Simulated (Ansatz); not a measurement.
# AlGe+ (singlet): from Hartree-Fock to the top rungs at distance Ge1–Al2 = 6.782 Å, cc-pVDZ

Aim: climb from Hartree-Fock through coupled cluster and multireference methods for AlGe+ (singlet) at one geometry and basis, and see what each rung misses.

Method: cc-pVDZ, core rule «outside noble gas», up to 19 orbitals frozen; program: Ansatz 0.2.0, Gaussian basis.

The runs, in order: UHF; CCSD(T) on RHF; CCSD(T) on UHF; BCCD(T) on RHF; CISD; CCSDT(Q) on RHF; CCSDT(Q) on UHF; CCSDTQ on RHF; CASSCF and MRCISD+Q, 2 electrons in 2 orbitals; CASSCF and NEVPT2, 2 electrons in 2 orbitals; CASSCF and MRCISD+Q, 6 electrons in 8 orbitals; CASSCF and NEVPT2, 6 electrons in 8 orbitals; Full CI.

17 further runs of the same task are left out: 15 that didn't finish, 2 set aside as unsound or not needed.

**1. The system**

The geometry derives from a PBE0/def2-TZVP stationary point (not a proven minimum). One bond is set to the value named and the two fragments are kept rigid. No spin-orbit coupling is included. The filled d shell of Ge may be among the frozen orbitals whatever the setting's name suggests; the logs give the count.

2 atoms, charge 1, spin multiplicity 1.

Atoms are counted from 1 here; the program's logs count them from 0.

No contacts short enough for the rule that draws bonds.

**2. UHF**

in.yaml

```yaml
crystal:
  periodic: [false, false, false]
  atoms:
    - {symbol: Ge, position_ang: [0.000000, 0.000000, 0.000000]}
    - {symbol: Al, position_ang: [0.000000, 0.000000, 6.782000]}
basis:
  gaussian: {orbitals: cc-pVDZ}
total_charge: 1
magnetization: {spin_polarized: true, initial_magnetization: 0}
hamiltonian: {xc: hf}
output: {orbitals: {seedname: orbitals}}
```

Launch:

```sh
$ ansatz run in.yaml --threads 1 --pin off --events-out ev --progress --plain --max-ram 2393MiB
```

After this run come: CCSD(T) on RHF; CCSD(T) on UHF; BCCD(T) on RHF; CISD; CCSDT(Q) on RHF; CCSDT(Q) on UHF; CCSDTQ on RHF; CASSCF and MRCISD+Q, 2 electrons in 2 orbitals; CASSCF and NEVPT2, 2 electrons in 2 orbitals; CASSCF and MRCISD+Q, 6 electrons in 8 orbitals; CASSCF and NEVPT2, 6 electrons in 8 orbitals; Full CI.

Before running them: what should the planned runs give, taken together? Wanted: FCI below the RHF energy; RMP2 from FCI; RCCSD from FCI; RCCSD(T) from FCI; RCCSDT(Q) from FCI; T1 diagnostic; effectively unpaired electrons.

As calculated:

| quantity | value |
| --- | --- |
| FCI below the RHF energy | -3.2351 eV |
| RMP2 from FCI | +116.1 kJ/mol |
| RCCSD from FCI | +11.4 kJ/mol |
| RCCSD(T) from FCI | +5.6 kJ/mol |
| RCCSDT(Q) from FCI | +1.9 kJ/mol |
| levels within 1 kcal/mol (43 meV) | RCCSDT(Q), RCCSDTQ |
| T1 diagnostic | 0.009 |
| effectively unpaired electrons | 1.25 |

RCCSD(T) misses by +5.6 kJ/mol, 1.8 % of the correlation energy. With 1.3 effectively unpaired electrons against 0 the state is strongly multireference. Coupled cluster on one determinant still stays close here. These misses are within one basis, not against nature.
